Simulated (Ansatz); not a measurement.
# Ga2SnSe4: the cost of one run

Program: Ansatz 0.2.0. Level of theory: DFT PBE, scalar-relativistic, plane waves, PAW, unless a step names another level. These are calculated values, not measurements.

12 further runs of the same task are left out: 3 that didn't finish, 9 set aside as unsound or not needed. Runs told in other sessions of the task aren't counted.

**1. Plan**

Pauling electronegativities: Ga 1.81, Sn 1.96, Se 2.55 (spread 0.74). The formula balances with common oxidation states: Ga +3, Sn +2, Se -2, a formal count that means little at so small a spread. Tabulated atomic sizes suggest about 24 Å³/atom. 30 candidates were drawn, by swapping species into database cells of other compounds, at random by space group and Wyckoff sites, or by hand, as the table says:

```
name                                      made from  space group no.                Wyckoff sites  atoms (primitive cell)  V (Å³/atom)
 c01                                         random              166      Ga 6c; Sn 3b; Se 9d, 3a                       7         30.4
 c02                                         random              119  Ga 2d, 2a; Sn 2c; Se 4f, 4e                       7         29.4
 c03                       database cell of Cu2HgI4              111          Ga 2f; Sn 1a; Se 4n                       7         24.6
 c04                      database cell of Tl2PdCl4              123          Ga 2e; Sn 1a; Se 4j                       7         28.8
 c05                                         random               99          Ga 2c; Sn 1a; Se 4d                       7         31.1
 c06                                         random               71  Ga 4h; Sn 2c; Se 2a, 4g, 2b                       7         29.1
 c07                                         random              123      Ga 2h; Sn 1c; Se 2f, 2e                       7         30.6
 c08                                         random              191      Ga 2c; Sn 1a; Se 3f, 1b                       7         31.1
 c09                      database cell of SrIn2Te4               87          Ga 4d; Sn 2b; Se 8h                       7         32.6
 c10                   built by hand: normal spinel              227        Ga 16d; Sn 8a; Se 32e                      14         24.1
 c11                                         random              123          Ga 2e; Sn 1d; Se 4n                       7         28.0
 c12                 built by hand: defect stannite              121          Ga 4d; Sn 2a; Se 8i                       7         24.4
 c13                                         random              123          Ga 2g; Sn 1c; Se 4l                       7         29.0
 c14                                         random              107      Ga 2a, 2a; Sn 2a; Se 8c                       7         27.2
 c15     built by hand: vacancy-ordered TlSe (I422)               97          Ga 4c; Sn 2a; Se 8j                       7         24.3
 c16                       database cell of BaNi2P4              139          Ga 4d; Sn 2a; Se 8j                       7         22.8
 c17                                         random              191      Ga 2e; Sn 1b; Se 3g, 1a                       7         31.3
 c18                 built by hand: layered FeGa2S4              164      Ga 2d; Sn 1a; Se 2d, 2d                       7         24.2
 c19                                         random               99          Ga 2c; Sn 1a; Se 4f                       7         24.8
 c20                      database cell of CaDy2Te4               10  Ga 1a, 1e; Sn 1g; Se 2n, 2m                       7         29.0
 c21                                         random               71      Ga 4g; Sn 2d; Se 4j, 4i                       7         28.6
 c22                      database cell of Rb2CrCl4               12      Ga 4i; Sn 2a; Se 4e, 4i                       7         24.2
 c23  built by hand: defect chalcopyrite (CdGa2Se4)               82      Ga 2b, 2d; Sn 2a; Se 8g                       7         24.4
 c24                                         random              123          Ga 2f; Sn 1a; Se 4j                       7         24.9
 c25                                         random              123  Ga 2g; Sn 1d; Se 2f, 1b, 1c                       7         29.0
 c26                                         random               65  Ga 2a, 2c; Sn 2b; Se 4i, 4k                       7         26.7
 c27                                         random              191          Ga 2d; Sn 1a; Se 4h                       7         25.5
 c28                                         random               97          Ga 4c; Sn 2b; Se 8j                       7         29.1
 c29                                         random               12          Ga 4h; Sn 2b; Se 8j                       7         25.5
 c30                      database cell of EuAg4Sb2              166      Ga 6c; Sn 3a; Se 6c, 6c                       7         23.6
```

**2. Screening run of c15**

Input file input.yaml:

```yaml
crystal:
  lattice:
    - [-3.7, 3.7, 3.1]
    - [3.7, -3.7, 3.1]
    - [3.7, 3.7, -3.1]
  atoms:
    - { symbol: Ga, position: [0.0, 0.5, 0.5] }
    - { symbol: Ga, position: [0.5, 0.0, 0.5] }
    - { symbol: Sn, position: [0.0, 0.0, 0.0] }
    - { symbol: Se, position: [0.072, 0.928, 0.5] }
    - { symbol: Se, position: [0.428, 0.572, 0.5] }
    - { symbol: Se, position: [0.928, 0.428, 0.856] }
    - { symbol: Se, position: [0.572, 0.072, 0.144] }
basis:
  ecutwfc: 420
kpoints:
  mp_grid: { grid: [3, 3, 3] }
hamiltonian:
  xc: pbe
scf:
  occupations: { method: gaussian, width: 0.15 }
  lower_state_search: "off"
output:
  forces: true
  stress: true
  eigenvalues: true
relax:
  adjacent_minimum: "off"
  f_tol: 0.08
  max_steps: 16
  cell: { stress_tol: 0.8 }
```

Launch:

```bash
ansatz run input.yaml --threads 1 --pin off --max-ram 2560MiB --backend cpu --events-out ev --progress --plain --runs-dir out
```

**Question.** How long does this run take on 1 thread of Intel Xeon Platinum 8259CL at 2.50GHz (Skylake/Cascade Lake), shared host, and how much memory does it need?

About 42 s, with a peak of 0.51 GiB.
